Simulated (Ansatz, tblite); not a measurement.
# The cluster Zr2Se4: spin-state energies by level, part 2 of 2

Is the singlet the ground state of the cluster Zr2Se4? Other spin states are computed and compared level by level.

Ansatz 0.2.0, Gaussian basis; as each input shows. Earlier steps stand in the parts before.

## Step 17: Quintet, PBE0-D4/def2-TZVP

in.yaml

```yaml
crystal:
  periodic: [false, false, false]
  atoms:
    - {symbol: Zr, position_ang: [1.867556, 0.044834, -0.651836]}
    - {symbol: Zr, position_ang: [-0.692797, -0.120048, 0.318186]}
    - {symbol: Se, position_ang: [0.290366, 2.088453, -0.807537]}
    - {symbol: Se, position_ang: [1.309921, -1.365459, 1.446202]}
    - {symbol: Se, position_ang: [0.013704, -1.135044, -2.050733]}
    - {symbol: Se, position_ang: [-2.788760, 0.487265, 1.745718]}
basis:
  gaussian: {orbitals: def2-TZVP, initial_orbitals: start.molden}
magnetization: {spin_polarized: true, initial_magnetization: 4}
hamiltonian: {xc: pbe0, dispersion: d4}
scf: {omitted_lower_state_checks: [starts]}
output: {orbitals: {seedname: orbitals}}
```

Launch:

```console
$ ansatz run in.yaml --threads 4 --pin off --events-out ev --progress --plain --max-ram 4787MiB
```

Output, cut to the lines that bear on the results:

```text
Functional definition: PBE0
  name "PBE0"
  cite "Adamo & Barone, J. Chem. Phys. 110, 6158 (1999) doi:10.1063/1.478522"
  cite "Perdew, Burke & Ernzerhof, Phys. Rev. Lett. 77, 3865 (1996) doi:10.1103/PhysRevLett.77.3865"
  parent pbe
[...]
2021 factors; integrals over basis functions are off by at most 1.1e-3 eV
[...]
mean field -263933.48141870 eV, -9699.3765415980 hartree, gradient 2.4e-6 eV, S^2 6.023808; 0 other end points of the search recorded, 0 dependent functions left out
reference -263933.48145913 eV, -9699.3765430838 hartree; 82, 78 occupied and 190, 194 virtual orbitals, 2021 factors
Total energy: -263933.86816426 eV, -9699.3907542351 hartree
Checks for a lower state left out: starts
```

Wall time 2.2 min (4 threads of Intel Xeon at 2.50GHz, shared host); peak memory 1.9 GiB.

HOMO -4.76 eV, LUMO -4.60 eV (over both spins); ⟨S²⟩ 6.024 (pure: 6.00).

## Step 18: Quintet, PBE-D4/def2-TZVP

in.yaml: that of step 17 with these lines changed.

```diff
@@ -12,3 +12,3 @@
 magnetization: {spin_polarized: true, initial_magnetization: 4}
-hamiltonian: {xc: pbe0, dispersion: d4}
+hamiltonian: {xc: pbe, dispersion: d4}
 scf: {omitted_lower_state_checks: [starts]}
```

The command is unchanged.

Output:

```text
Functional definition: PBE
  name "PBE"
  cite "Perdew, Burke & Ernzerhof, Phys. Rev. Lett. 77, 3865 (1996) doi:10.1103/PhysRevLett.77.3865"
  parent pbe
  parameter kappa = 0.804
  parameter beta = 0.06672455060314922
  exchange = pbe_x(kappa = kappa, mu = beta*pi^2/3)
  correlation = pbe_c(beta = beta)
these checks for a lower state are left out or cut short: starts
2190 factors; their error is unknown
mean field evaluation 1: about -263926.7244 eV, gradient 1.1e1 eV
mean field evaluation 2: about -263926.9879 eV, gradient 4.9e-1 eV
mean field evaluation 4: about -263926.8930 eV, gradient 1.3e-1 eV
mean field evaluation 8: about -263926.8949 eV, gradient 1.8e-3 eV
mean field evaluation 16: about -263926.8949 eV, gradient 1.6e-5 eV
mean field -263926.89485094 eV, -9699.1344896975 hartree, gradient 6.3e-6 eV, S^2 6.009196; 0 other end points of the search recorded, 0 dependent functions left out
reference -263926.89490577 eV, -9699.1344917123 hartree; 82, 78 occupied and 190, 194 virtual orbitals, 2190 factors
Total energy: -263927.33255574 eV, -9699.1505750523 hartree
Checks for a lower state left out: starts
```

Wall time 74 s (4 threads of Intel Xeon at 2.50GHz, shared host); peak memory 1.4 GiB.

From the report: HOMO -3.95 eV, LUMO -5.59 eV (over both spins; with the spin held, an empty level of the minority spin lies below the top filled one); ⟨S²⟩ 6.009 (pure: 6.00).

## Step 19: Quintet, r2SCAN-D4/def2-TZVP

in.yaml: that of step 18 with these lines changed.

```diff
@@ -12,3 +12,3 @@
 magnetization: {spin_polarized: true, initial_magnetization: 4}
-hamiltonian: {xc: pbe, dispersion: d4}
+hamiltonian: {xc: r2scan, dispersion: d4}
 scf: {omitted_lower_state_checks: [starts]}
```

The command is unchanged.

Output, cut to the lines that bear on the results:

```text
Functional definition: r2SCAN
  name "r2SCAN"
  cite "Furness, Kaplan, Ning, Perdew & Sun, J. Phys. Chem. Lett. 11, 8208 (2020) doi:10.1021/acs.jpclett.0c02405"
  cite "Furness, Kaplan, Ning, Perdew & Sun, J. Phys. Chem. Lett. 11, 9248 (2020) doi:10.1021/acs.jpclett.0c03077"
  parent r2scan
[...]
2190 factors; their error is unknown
[...]
mean field -263965.36285501 eV, -9700.5481627723 hartree, gradient 6.2e-6 eV, S^2 6.021862; 0 other end points of the search recorded, 0 dependent functions left out
reference -263965.36287979 eV, -9700.5481636829 hartree; 82, 78 occupied and 190, 194 virtual orbitals, 2190 factors
Total energy: -263965.45266061 eV, -9700.5514630675 hartree
Checks for a lower state left out: starts
```

It took 3.7 min on 4 threads of Intel Xeon at 2.50GHz, shared host; peak memory 1.5 GiB.

From the report: HOMO -4.16 eV, LUMO -5.36 eV (over both spins; with the spin held, an empty level of the minority spin lies below the top filled one); ⟨S²⟩ 6.022 (pure: 6.00).

## Step 20: Quintet, BLYP-D4/def2-TZVP

in.yaml: that of step 19 with these lines changed.

```diff
@@ -12,3 +12,3 @@
 magnetization: {spin_polarized: true, initial_magnetization: 4}
-hamiltonian: {xc: r2scan, dispersion: d4}
+hamiltonian: {xc: {name: BLYP}, dispersion: d4}
 scf: {omitted_lower_state_checks: [starts]}
```

Launched as before.

Output, cut to the lines that bear on the results:

```text
Functional definition: BLYP
  name "BLYP"
  cite "Becke, Phys. Rev. A 38, 3098 (1988) doi:10.1103/PhysRevA.38.3098"
  cite "Lee, Yang & Parr, Phys. Rev. B 37, 785 (1988) doi:10.1103/PhysRevB.37.785"
[...]
2190 factors; their error is unknown
[...]
mean field -263967.38581825 eV, -9700.6225053002 hartree, gradient 9.1e-6 eV, S^2 6.007180; 0 other end points of the search recorded, 0 dependent functions left out
reference -263967.38619552 eV, -9700.6225191646 hartree; 82, 78 occupied and 190, 194 virtual orbitals, 2190 factors
Total energy: -263968.24647381 eV, -9700.6541338089 hartree
Checks for a lower state left out: starts
```

Run time: 62 s. Hardware: 4 threads of Intel Xeon at 2.50GHz, shared host; peak memory 1.4 GiB.

From the report: HOMO -3.76 eV, LUMO -5.55 eV (over both spins; with the spin held, an empty level of the minority spin lies below the top filled one); ⟨S²⟩ 6.007 (pure: 6.00).

## Step 21: Quintet, revPBE-D4/def2-TZVP

in.yaml: that of step 20 with these lines changed.

```diff
@@ -12,3 +12,3 @@
 magnetization: {spin_polarized: true, initial_magnetization: 4}
-hamiltonian: {xc: {name: BLYP}, dispersion: d4}
+hamiltonian: {xc: {name: revPBE}, dispersion: d4}
 scf: {omitted_lower_state_checks: [starts]}
```

Same command.

Output, cut to the lines that bear on the results:

```text
Functional definition: revPBE
  name "revPBE"
  cite "Zhang & Yang, Phys. Rev. Lett. 80, 890 (1998) doi:10.1103/PhysRevLett.80.890"
  cite "Perdew, Burke & Ernzerhof, Phys. Rev. Lett. 77, 3865 (1996) doi:10.1103/PhysRevLett.77.3865"
[...]
2190 factors; their error is unknown
[...]
mean field -263945.62378345 eV, -9699.8227652721 hartree, gradient 5.6e-6 eV, S^2 6.010677; 0 other end points of the search recorded, 0 dependent functions left out
reference -263945.62385230 eV, -9699.8227678023 hartree; 82, 78 occupied and 190, 194 virtual orbitals, 2190 factors
Total energy: -263946.37178213 eV, -9699.8502537166 hartree
Checks for a lower state left out: starts
```

It took 66 s on 4 threads of Intel Xeon at 2.50GHz, shared host; peak memory 1.4 GiB.

Report: HOMO -3.89 eV, LUMO -5.45 eV (over both spins; with the spin held, an empty level of the minority spin lies below the top filled one); ⟨S²⟩ 6.011 (pure: 6.00).

## Step 22: Quintet, MP2/def2-TZVP

in.yaml: that of step 21 with these lines changed.

```diff
@@ -12,3 +12,3 @@
 magnetization: {spin_polarized: true, initial_magnetization: 4}
-hamiltonian: {xc: {name: revPBE}, dispersion: d4}
+correlation: {method: mp2}
 scf: {omitted_lower_state_checks: [starts]}
```

Launched as before.

Output, cut to the lines that bear on the results:

```text
Functional definition: HF
  name "HF"
  cite "Fock, Z. Phys. 61, 126 (1930) doi:10.1007/BF01340294"
  parent pbe
[...]
2021 factors; integrals over basis functions are off by at most 1.1e-3 eV
[...]
mean field -263750.87728841 eV, -9692.6659635835 hartree, gradient 8.0e-6 eV, S^2 6.069847; 0 other end points of the search recorded, 0 dependent functions left out
36 core orbitals not correlated: weight in the atoms' cores, before any rotation towards them, 1.000 or more for the frozen orbitals, at most 0.000 for the correlated occupied ones
reference -263750.87728841 eV, -9692.6659635835 hartree; 46, 42 occupied and 190, 194 virtual orbitals, 2021 factors
second order -44.23138961 eV of doubles, -0.00000000 eV of singles
Total energy: -263795.10867802 eV, -9694.2914371706 hartree
Checks for a lower state left out: starts
```

Run time: 1.9 min. Hardware: 4 threads of Intel Xeon at 2.50GHz, shared host; peak memory 1.8 GiB.

From the report: Hartree-Fock HOMO -7.54 eV, LUMO -1.08 eV (over both spins); ⟨S²⟩ 6.070 (pure: 6.00).

## Step 23: Quintet less singlet

The singlet's energies are those of its earlier runs, whose logs aren't repeated here.

```tsv
level	quintet less singlet (kcal/mol)	time
GFN1-xTB	+70.1	0.098 s
GFN2-xTB	+86.1	0.13 s
HF/def2-TZVP	+29.2	
PBE-D4/def2-TZVP	+63.1	89 s
revPBE-D4/def2-TZVP	+61.8	84 s
BLYP-D4/def2-TZVP	+63.3	84 s
r2SCAN-D4/def2-TZVP	+62.4	4.3 min
PBE0-D4/def2-TZVP	+59.9	2.9 min
MP2/def2-TZVP	+88.4	2.7 min
```

Times add the two runs; a level without a time comes out of a correlated run. Tight binding without a spin term can't rank spin states.

## Step 24: Broken-symmetry singlet at the fixed geometry, first pass, PBE0-D4/def2-SVP

in.yaml

```yaml
crystal:
  periodic: [false, false, false]
  atoms:
    - {symbol: Zr, position_ang: [1.777616, -0.120021, -0.915909]}
    - {symbol: Zr, position_ang: [-0.794838, 0.052329, 0.407344]}
    - {symbol: Se, position_ang: [0.683314, 2.097948, -0.514872]}
    - {symbol: Se, position_ang: [1.468274, -0.990085, 1.413246]}
    - {symbol: Se, position_ang: [-0.242447, -1.239473, -1.886070]}
    - {symbol: Se, position_ang: [-2.891929, 0.199303, 1.496261]}
basis:
  gaussian: {orbitals: def2-SVP}
magnetization: {spin_polarized: true, initial_magnetization: 0}
hamiltonian: {xc: pbe0, dispersion: d4}
output: {orbitals: {seedname: orbitals}}
```

Launched as before.

Output:

```text
Functional definition: PBE0
  name "PBE0"
  cite "Adamo & Barone, J. Chem. Phys. 110, 6158 (1999) doi:10.1063/1.478522"
  cite "Perdew, Burke & Ernzerhof, Phys. Rev. Lett. 77, 3865 (1996) doi:10.1103/PhysRevLett.77.3865"
  parent pbe
  parameter a = 0.25
  parameter kappa = 0.804
  parameter beta = 0.06672455060314922
  exchange = (1 - a)*pbe_x(kappa = kappa, mu = beta*pi^2/3) + a*exact_x
  correlation = pbe_c(beta = beta)
1888 factors; integrals over basis functions are off by at most 5.7e-4 eV
mean field evaluation 1: about -263899.8969 eV, gradient 2.2e1 eV
mean field evaluation 2: about -263668.0077 eV, gradient 1.8e2 eV
mean field evaluation 4: about -263902.9664 eV, gradient 8.8e0 eV
mean field evaluation 8: about -263903.4755 eV, gradient 2.1e-1 eV
mean field evaluation 16: about -263903.5276 eV, gradient 2.9e-4 eV
mean field -263903.52760443 eV, -9698.2757592272 hartree, gradient 5.8e-5 eV, S^2 0.000000; 2 other end points of the search recorded, 0 dependent functions left out
reference -263903.52765573 eV, -9698.2757611125 hartree; 80, 80 occupied and 110, 110 virtual orbitals, 1888 factors
Total energy: -263903.92217851 eV, -9698.2902595571 hartree
```

Wall time 35 s (4 threads of Intel Xeon at 2.50GHz, shared host); peak memory 1.4 GiB.

HOMO -6.50 eV, LUMO -4.26 eV (over both spins); ⟨S²⟩ 0.000 (pure: 0.00).

## Step 25: Broken-symmetry singlet at the fixed geometry, PBE0-D4/def2-TZVP

in.yaml: that of step 24 with these lines changed.

```diff
@@ -10,5 +10,6 @@
 basis:
-  gaussian: {orbitals: def2-SVP}
+  gaussian: {orbitals: def2-TZVP, initial_orbitals: start.molden}
 magnetization: {spin_polarized: true, initial_magnetization: 0}
 hamiltonian: {xc: pbe0, dispersion: d4}
+scf: {omitted_lower_state_checks: [starts]}
 output: {orbitals: {seedname: orbitals}}
```

Launched as before.

Output, cut to the lines that bear on the results:

```text
Functional definition: PBE0
  name "PBE0"
  cite "Adamo & Barone, J. Chem. Phys. 110, 6158 (1999) doi:10.1063/1.478522"
  cite "Perdew, Burke & Ernzerhof, Phys. Rev. Lett. 77, 3865 (1996) doi:10.1103/PhysRevLett.77.3865"
  parent pbe
[...]
2031 factors; integrals over basis functions are off by at most 9.9e-4 eV
[...]
mean field -263936.07283889 eV, -9699.4717745336 hartree, gradient 2.7e-5 eV, S^2 0.000000; 0 other end points of the search recorded, 0 dependent functions left out
reference -263936.07288059 eV, -9699.4717760661 hartree; 80, 80 occupied and 192, 192 virtual orbitals, 2031 factors
Total energy: -263936.46740337 eV, -9699.4862745108 hartree
Checks for a lower state left out: starts
```

Wall time 50 s (4 threads of Intel Xeon at 2.50GHz, shared host); peak memory 1.6 GiB.

From the report: HOMO -6.50 eV, LUMO -4.21 eV (over both spins); ⟨S²⟩ 0.000 (pure: 0.00).

## Step 26: Broken-symmetry singlet at the fixed geometry, PBE-D4/def2-TZVP

in.yaml: that of step 25 with these lines changed.

```diff
@@ -12,3 +12,3 @@
 magnetization: {spin_polarized: true, initial_magnetization: 0}
-hamiltonian: {xc: pbe0, dispersion: d4}
+hamiltonian: {xc: pbe, dispersion: d4}
 scf: {omitted_lower_state_checks: [starts]}
```

Same command.

Output:

```text
Functional definition: PBE
  name "PBE"
  cite "Perdew, Burke & Ernzerhof, Phys. Rev. Lett. 77, 3865 (1996) doi:10.1103/PhysRevLett.77.3865"
  parent pbe
  parameter kappa = 0.804
  parameter beta = 0.06672455060314922
  exchange = pbe_x(kappa = kappa, mu = beta*pi^2/3)
  correlation = pbe_c(beta = beta)
these checks for a lower state are left out or cut short: starts
2190 factors; their error is unknown
mean field evaluation 1: about -263929.4712 eV, gradient 1.1e1 eV
mean field evaluation 2: about -263929.7290 eV, gradient 3.3e-1 eV
mean field evaluation 4: about -263929.6224 eV, gradient 6.8e-2 eV
mean field evaluation 8: about -263929.6225 eV, gradient 2.4e-5 eV
mean field -263929.62245232 eV, -9699.2347271994 hartree, gradient 2.4e-5 eV, S^2 0.000000; 0 other end points of the search recorded, 0 dependent functions left out
reference -263929.62250844 eV, -9699.2347292618 hartree; 80, 80 occupied and 192, 192 virtual orbitals, 2190 factors
Total energy: -263930.06914565 eV, -9699.2511428765 hartree
Checks for a lower state left out: starts
```

Run time: 24 s. Hardware: 4 threads of Intel Xeon at 2.50GHz, shared host.

From the report: HOMO -5.54 eV, LUMO -4.75 eV (over both spins); ⟨S²⟩ 0.000 (pure: 0.00).

## Step 27: Broken-symmetry singlet at the fixed geometry, r2SCAN-D4/def2-TZVP

in.yaml: that of step 26 with these lines changed.

```diff
@@ -12,3 +12,3 @@
 magnetization: {spin_polarized: true, initial_magnetization: 0}
-hamiltonian: {xc: pbe, dispersion: d4}
+hamiltonian: {xc: r2scan, dispersion: d4}
 scf: {omitted_lower_state_checks: [starts]}
```

The command is unchanged.

Output:

```text
Functional definition: r2SCAN
  name "r2SCAN"
  cite "Furness, Kaplan, Ning, Perdew & Sun, J. Phys. Chem. Lett. 11, 8208 (2020) doi:10.1021/acs.jpclett.0c02405"
  cite "Furness, Kaplan, Ning, Perdew & Sun, J. Phys. Chem. Lett. 11, 9248 (2020) doi:10.1021/acs.jpclett.0c03077"
  parent r2scan
  parameter k0 = 0.174
  parameter k1 = 0.065
  parameter a1 = 4.9479
  exchange = r2scan_x(k0 = k0, k1 = k1, a1 = a1)
  correlation = r2scan_c
these checks for a lower state are left out or cut short: starts
2190 factors; their error is unknown
mean field evaluation 1: about -263968.0652 eV, gradient 8.7e0 eV
mean field evaluation 2: about -263968.1786 eV, gradient 2.0e-1 eV
mean field evaluation 4: about -263968.0682 eV, gradient 4.3e-3 eV
mean field -263968.06821543 eV, -9700.6475829342 hartree, gradient 2.8e-5 eV, S^2 0.000000; 0 other end points of the search recorded, 0 dependent functions left out
reference -263968.06823998 eV, -9700.6475838363 hartree; 80, 80 occupied and 192, 192 virtual orbitals, 2190 factors
Total energy: -263968.15924743 eV, -9700.6509282982 hartree
Checks for a lower state left out: starts
```

It took 53 s on 4 threads of Intel Xeon at 2.50GHz, shared host.

HOMO -5.79 eV, LUMO -4.72 eV (over both spins); ⟨S²⟩ 0.000 (pure: 0.00).

## Step 28: Broken-symmetry singlet less singlet

The singlet's energies are those of its earlier runs, whose logs aren't repeated here.

```tsv
level	broken-symmetry singlet less singlet (kcal/mol)	time
PBE-D4/def2-TZVP	0.0	39 s
r2SCAN-D4/def2-TZVP	0.0	89 s
PBE0-D4/def2-TZVP	-0.1	89 s
```

Times add the two runs; a level without a time comes out of a correlated run.

## Step 29: What came out

The summary covers parts 1 to 2.

| quantity | value |
| --- | --- |
| triplet less singlet, functionals in def2-TZVP | +16.9 (BLYP-D4) to +17.7 kcal/mol (r2SCAN-D4) |
| quintet less singlet, functionals in def2-TZVP | +59.9 (PBE0-D4) to +63.3 kcal/mol (BLYP-D4) |
| broken-symmetry singlet | falls back to the closed shell |

What this shows: All functionals put the triplet above the singlet, over a spread of 0.8 kcal/mol. The checks for a lower triplet were left out, so another state of that spin may lie lower. The singlet here is a closed shell; an open-shell singlet can lie lower (see the broken-symmetry run). All functionals put the quintet above the singlet, over a spread of 3.4 kcal/mol. The checks for a lower quintet were left out, so another state of that spin may lie lower. Letting the spins differ gains next to nothing: the closed shell holds on the levels tried. These are electronic energies, without zero-point motion, entropy or surroundings.
